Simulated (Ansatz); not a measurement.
# YGa2As3: the cost of one run

Program: Ansatz 0.2.0. Level of theory: DFT PBE, scalar-relativistic, plane waves, PAW. These are calculated values, not measurements.

**1. The system as given**

The structure is hexagonal, space group P6/mmm (No. 191). The conventional cell has a = 6.466 Å, b = 6.466 Å, c = 3.568 Å, α = 90.00°, β = 90.00°, γ = 120.00°. Y (site symmetry 6/mmm) is surrounded by 2 Y at 3.57 Å and 12 As at 3.69 Å and 6 Ga at 3.73 Å. Around Ga (site symmetry -6m2) lie 6 As at 2.58 Å. Around As (site symmetry mmm) lie 4 Ga at 2.58 Å and 4 Y at 3.69 Å.

Coordinates:

```
CELL_PARAMETERS angstrom
6.46629 0.00000 0.00000
-3.23314 5.59997 0.00000
0.00000 0.00000 3.56846
ATOMIC_POSITIONS crystal
Y 0.00000 0.00000 0.00000
Ga 0.33333 0.66667 0.00000
Ga 0.66667 0.33333 0.00000
As 0.50000 0.00000 0.50000
As 0.50000 0.50000 0.50000
As 0.00000 0.50000 0.50000
```

The cell is invented: species swapped into a database cell of ErB2Ru3 (P6/mmm, No. 191), with Y on the Er sites, Ga on the B sites and As on the Ru sites. The dimensions are guesses.

**2. A first look at the guess**

input.yaml

```yaml
crystal:
  lattice:
    - [6.46628863, 0.0, 0.0]
    - [-3.23314431, 5.59997022, 0.0]
    - [0.0, 0.0, 3.56846427]
  atoms:
    - { symbol: "Y", position: [0.0, 0.0, 0.0] }
    - { symbol: Ga, position: [0.33333333, 0.66666667, 0.0] }
    - { symbol: Ga, position: [0.66666667, 0.33333333, 0.0] }
    - { symbol: As, position: [0.5, 0.0, 0.5] }
    - { symbol: As, position: [0.5, 0.5, 0.5] }
    - { symbol: As, position: [0.0, 0.5, 0.5] }
basis:
  ecutwfc: 420
kpoints:
  mp_grid: { grid: [3, 3, 6] }
hamiltonian:
  xc: pbe
scf:
  occupations: { method: gaussian, width: 0.1 }
  lower_state_search: "off"
output:
  forces: true
  stress: true
  eigenvalues: true
```

Run with:

```sh
> ansatz run input.yaml --threads 1 --pin off --max-ram 2048MiB --backend cpu --events-out ev --progress --plain --runs-dir out
```

What time and memory should one allow on 1 thread of Intel Xeon Platinum 8259CL at 2.50GHz (Skylake/Cascade Lake), shared host?

About 5.5 s, with a peak of 0.49 GiB.
